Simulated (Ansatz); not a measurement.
# CH5BFN: the cost of one run

Method: RKS PBE0-D4/6-31G*, in Ansatz 0.2.0.

### 1 The system as given

Bond lengths: B1–C2 1.600 Å, C2–H3 1.110 Å, C2–H4 1.110 Å, C2–H5 1.110 Å, B1–N6 1.550 Å, N6–H7 1.060 Å, N6–H8 1.060 Å, B1–F9 1.320 Å. Angles: B1–C2–H3 109.5°, B1–C2–H4 109.5°, B1–C2–H5 109.5°, H3–C2–H4 109.4°, H3–C2–H5 109.4°, H4–C2–H5 109.4°, C2–B1–N6 120.0°, C2–B1–F9 120.0°, N6–B1–F9 120.0°, B1–N6–H7 120.0°, B1–N6–H8 120.0°, H7–N6–H8 120.0°.

Coordinates:

```xyz
9

B     0.0000    0.0000    0.0000
C     0.0000    0.0000    1.6000
H    -0.9996   -0.3092    1.9705
H     0.7676   -0.7111    1.9705
H     0.2320    1.0203    1.9705
N     1.3423    0.0000   -0.7750
H     1.8089   -0.9179   -1.0268
H     1.7937    0.9179   -1.0532
F    -1.1431    0.0000   -0.6600
```

### 2 Preparing the start

input.yaml reads:

```yaml
crystal:
  periodic: [false, false, false]
  atoms:
    - { symbol: B, position_ang: [0.0, 0.0, 0.0] }
    - { symbol: C, position_ang: [0.0, 0.0, 1.6] }
    - { symbol: H, position_ang: [-0.9996, -0.3092, 1.9705] }
    - { symbol: H, position_ang: [0.7676, -0.7111, 1.9705] }
    - { symbol: H, position_ang: [0.232, 1.0203, 1.9705] }
    - { symbol: "N", position_ang: [1.3423, 0.0, -0.775] }
    - { symbol: H, position_ang: [1.8089, -0.9179, -1.0268] }
    - { symbol: H, position_ang: [1.7937, 0.9179, -1.0532] }
    - { symbol: F, position_ang: [-1.1431, 0.0, -0.66] }
basis:
  gaussian: { orbitals: "6-31G*" }
hamiltonian:
  xc: pbe0
  dispersion: d4
relax:
  f_tol: 0.02
  max_steps: 40
```

On the command line:

```console
> ansatz run input.yaml --threads 1 --pin off --max-ram 2048MiB --backend cpu --events-out ev --progress --plain --runs-dir out
```

Q: Estimate wall time and peak memory on 1 thread of Arm Neoverse V2, shared host.

About 35 s, with a peak of 0.16 GiB.
